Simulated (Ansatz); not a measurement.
# MgTi: the cost of one run

Computed with Ansatz 0.2.0 (DFT LDA, with the methods named in each step, unless a step's input says otherwise).

### Step 1. The starting structure

Symmetry: P-6m2, No. 187, hexagonal system. Conventional cell: a = 2.894 Å, b = 2.894 Å, c = 5.259 Å, α = 90.00°, β = 90.00°, γ = 120.00°. Around Mg (site symmetry -6m2) lie 6 Mg at 2.89 Å and 6 Ti at 3.12 Å. Ti (site symmetry -6m2) is surrounded by 6 Ti at 2.89 Å and 6 Mg at 3.12 Å.

Coordinates:

```cif
data_structure
_symmetry_space_group_name_H-M 'P-6m2'
_symmetry_Int_Tables_number 187
_cell_length_a 2.8943
_cell_length_b 2.8943
_cell_length_c 5.2589
_cell_angle_alpha 90.000
_cell_angle_beta 90.000
_cell_angle_gamma 120.000
_cell_volume 38.15
loop_
_atom_site_label
_atom_site_type_symbol
_atom_site_symmetry_multiplicity
_atom_site_Wyckoff_symbol
_atom_site_fract_x
_atom_site_fract_y
_atom_site_fract_z
_atom_site_occupancy
Mg1 Mg 1 a 0.00000 0.00000 0.00000 1
Ti1 Ti 1 f 0.66667 0.33333 0.50000 1
```

The file gives the conventional cell by its symmetry; the runs use the cell typed in the input.

Atoms are numbered in the order of the input: Mg1, Ti2.

### Step 2. Free moments, LAPW

Contents of input.yaml:

```yaml
crystal:
  lattice:
    - [2.8943431265, 0.0, 0.0]
    - [-1.4471715632, 2.5065746748, 0.0]
    - [0.0, 0.0, 5.258921]
  atoms:
    - { symbol: Mg, position: [0.0, 0.0, 0.0] }
    - { symbol: Ti, position: [0.6666666667, 0.3333333333, 0.5], spin: 1.0 }
magnetization:
  spin_polarized: true
kpoints:
  mp_grid: { grid: [13, 13, 6] }
scf:
  occupations: { method: fermi_dirac, width: 0.03 }
  lower_state_search: "off"
hamiltonian:
  xc: lda
  pseudopotentials: { kind: all_electron, lapw: { basis_error: 0.0005 } }
output:
  forces: true
  stress: true
  eigenvalues: false
  populations: true
  dos: { projected: true, de: 0.1, e_range: [-8, 5] }
```

Run with:

```sh
> ansatz run input.yaml --threads 1 --pin off --max-ram 3072MiB --backend cpu --events-out ev --progress --plain --runs-dir out
```

Q: Estimate wall time and peak memory on 1 thread of Arm Neoverse V1, shared host.

About 83 s, with a peak of 0.44 GiB.
